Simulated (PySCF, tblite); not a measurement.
**C4H11B2N: geometry, infrared bands and NMR shifts**

Aim: predict the infrared bands and NMR shifts of C4H11B2N (`BCNBC1CC1`).

Programs: tblite 0.8.0 and PySCF 2.14.0, with density-fitted response routines of our own. Each step states its level of theory. These are calculated values for one molecule in the gas phase, unless marked as measured. Atoms are numbered from 0 throughout.

## 1. Starting geometry

18 atoms, charge 0, multiplicity 1; geometry from: force field or distance geometry start.

Bonds of the start (Å): B0–C1 1.59, C1–N2 1.48, N2–B3 1.51, B3–C4 1.58, C4–C5 1.53, C5–C6 1.51, C6–C4 1.48, B0–H7 1.20, B0–H8 1.20, C1–H9 1.07, C1–H10 1.13, N2–H11 1.05, B3–H12 1.18, C4–H13 1.12, C5–H14 1.13, C5–H15 1.10, C6–H16 1.12, C6–H17 1.11.

## 2. Optimising the geometry with GFN2-xTB

Job settings and geometry (Å):

```
{"job": {"kind": "relax", "xc": "GFN2-xTB", "basis": "xTB"}, "charge": 0, "multiplicity": 1}
B     -3.024600     0.859200     0.264100
C     -2.204300    -0.236900    -0.554000
N     -0.811300    -0.038800    -0.105000
B      0.137300    -0.996000    -0.784600
C      1.697800    -0.794600    -0.613100
C      2.106400     0.641500    -0.945400
C      2.251900     0.073900     0.450900
H     -3.063900     0.645200     1.445000
H     -2.776100     1.986400    -0.051500
H     -2.353000    -0.124800    -1.611800
H     -2.535900    -1.277500    -0.276300
H     -0.726900    -0.183100     0.929600
H     -0.228500    -1.484400    -1.799600
H      2.356100    -1.613200    -0.992300
H      1.251300     1.363100    -1.108200
H      3.045300     0.807500    -1.487700
H      3.291300    -0.179300     0.779200
H      1.578300     0.558200     1.184300
```

Run with:

```bash
$ OMP_NUM_THREADS=1 python probes_run.py task.json out
```

The driver reads the jobs from task.json and runs them one after another.

**Question.** This job is followed by: GFN2-xTB harmonic vibrations, gas phase; GIAO PBE0/pcSseg-1 NMR shielding, non-relativistic, gas phase. Predict these results of the whole session: strongest single infrared mode (GFN2-xTB); zero-point energy (GFN2-xTB); 13C shifts against TMS (PBE0/pcSseg-1, means over atoms taken as alike); 1H shifts against TMS (PBE0/pcSseg-1, means over atoms taken as alike); 11B shifts against BF3·OEt2 (PBE0/pcSseg-1); 15N shifts against NH3 (PBE0/pcSseg-1).

**Answer**, as computed:

| quantity | value |
| --- | --- |
| strongest single infrared mode (GFN2-xTB) | 1387 cm⁻¹, 258 km/mol |
| zero-point energy (GFN2-xTB) | 94.1 kcal/mol |
| 13C shifts against TMS (PBE0/pcSseg-1, means over atoms taken as alike) | 34.8, 11.4, 4.8 ppm |
| 1H shifts against TMS (PBE0/pcSseg-1, means over atoms taken as alike) | 5.37, 2.34, 2.11, 1.75, 0.94, 0.63, 0.49 ppm |
| 11B shifts against BF3·OEt2 (PBE0/pcSseg-1) | 54.5, -23.7 ppm |
| 15N shifts against NH3 (PBE0/pcSseg-1) | 52.5 ppm |

What this shows: Relaxing lowered the energy by 1.692 eV in 165 steps; the close pair that moved most is B0–N2, from 2.417 to 1.695 Å. All 48 modes are real, so the xTB geometry is a minimum. The strongest single mode, at 1387 cm⁻¹, is spread over several atoms, N2, B3, H11 among them. Unscaled tight-binding wavenumbers are off by several per cent, some by more. Its intensities can rank the bands wrongly. The most deshielded carbon is C1 (sp3 CH2 bonded to B and N), at 34.8 ppm: deshielded by the electronegative neighbour. At PBE0/pcSseg-1: The widest tensor belongs to N2: span 147 ppm, with a paramagnetic part of -110 ppm.
